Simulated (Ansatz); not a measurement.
# C₃H₁₁InN₂: how energies converge with the basis set

One table from this session's results is given with a row withheld; the runs are named, their logs left out.

Computed with Ansatz 0.2.0, Gaussian basis. Level: one geometry, several basis sets.

Plan: PBE0-D4/def2-SVP; ωB97M-V/def2-SVP; PBE0-D4/def2-QZVPP; ωB97M-V/def2-QZVPP; the functionals' def2-TZVPP values are taken from earlier runs.

### Structure used throughout

The geometry comes from an earlier relaxation with PBE0-D4 in a triple-zeta def2 set; it is a stationary point, not always the lowest conformer. In takes the def2 core potential; no spin-orbit term is included.

SMILES `C[CH](C)[In]([NH2])[NH2]`, 17 atoms, charge 0, spin multiplicity 1.

Atoms are counted from 1 here; the program's logs count them from 0.

Bond lengths: C1–C2 1.523 Å, C1–H7 1.094 Å, C1–H8 1.098 Å, C1–H9 1.093 Å, C2–C3 1.522 Å, C2–In4 2.167 Å, C2–H10 1.096 Å, C3–H11 1.098 Å, C3–H12 1.093 Å, C3–H13 1.094 Å, In4–N5 2.029 Å, In4–N6 2.029 Å, N5–H14 1.008 Å, N5–H15 1.009 Å, N6–H16 1.009 Å, N6–H17 1.009 Å. Angles: C2–C1–H7 111.8°, C2–C1–H8 110.7°, C2–C1–H9 112.4°, H7–C1–H8 106.8°, H7–C1–H9 107.5°, H8–C1–H9 107.4°, C1–C2–C3 111.7°, C1–C2–In4 111.8°, C1–C2–H10 108.3°, C3–C2–In4 111.6°, C3–C2–H10 108.6°, In4–C2–H10 104.5°, C2–C3–H11 110.8°, C2–C3–H12 112.3°, C2–C3–H13 111.8°, H11–C3–H12 107.4°, H11–C3–H13 106.9°, H12–C3–H13 107.4° and more.

Set-up of the first run:

in.yaml reads:

```yaml
crystal:
  periodic: [false, false, false]
  atoms:
    - {symbol: C, position_ang: [0.762971, -1.811544, -0.608726]}
    - {symbol: C, position_ang: [0.950219, -0.318662, -0.370466]}
    - {symbol: C, position_ang: [1.081156, 0.447695, -1.679237]}
    - {symbol: In, position_ang: [-0.620810, 0.499027, 0.878316]}
    - {symbol: N, position_ang: [-1.638149, 2.190843, 0.411324]}
    - {symbol: N, position_ang: [-1.262072, -0.319966, 2.620759]}
    - {symbol: H, position_ang: [-0.155000, -2.022413, -1.165904]}
    - {symbol: H, position_ang: [1.593676, -2.216749, -1.200850]}
    - {symbol: H, position_ang: [0.718739, -2.380206, 0.323607]}
    - {symbol: H, position_ang: [1.867121, -0.174832, 0.211944]}
    - {symbol: H, position_ang: [1.906412, 0.048569, -2.283035]}
    - {symbol: H, position_ang: [1.277662, 1.511120, -1.520254]}
    - {symbol: H, position_ang: [0.174807, 0.370641, -2.287228]}
    - {symbol: H, position_ang: [-1.226302, 2.861929, -0.218631]}
    - {symbol: H, position_ang: [-2.141285, 2.679358, 1.136552]}
    - {symbol: H, position_ang: [-2.173874, -0.060552, 2.966984]}
    - {symbol: H, position_ang: [-1.115272, -1.304279, 2.784835]}
basis:
  gaussian: {orbitals: def2-SVP}
hamiltonian: {xc: pbe0, dispersion: d4}
output: {orbitals: {seedname: orbitals}}
```

Steps of the session up to this table: PBE0-D4 in def2-SVP; ωB97M-V in def2-SVP; PBE0-D4 in def2-QZVPP; ωB97M-V in def2-QZVPP.

One of the session's tables, all rows but one given; the rest of the session is left out.

It belongs to the step «Density functionals: the series». 

```
functional       basis  HOMO (eV)  LUMO (eV)
   PBE0-D4    def2-SVP      -6.17       0.07
   PBE0-D4  def2-TZVPP      -6.45      -0.31
   PBE0-D4  def2-QZVPP      -6.51      -0.52
   ωB97M-V    def2-SVP      -8.50       1.64
   ωB97M-V  def2-TZVPP      -8.77       1.09
   ωB97M-V  def2-QZVPP          ?          ?
```

Q: Estimate the row for ωB97M-V, def2-QZVPP from the others.

As computed: HOMO (eV): -8.83; LUMO (eV): 0.75. In the column «HOMO (eV)» it is the lowest.
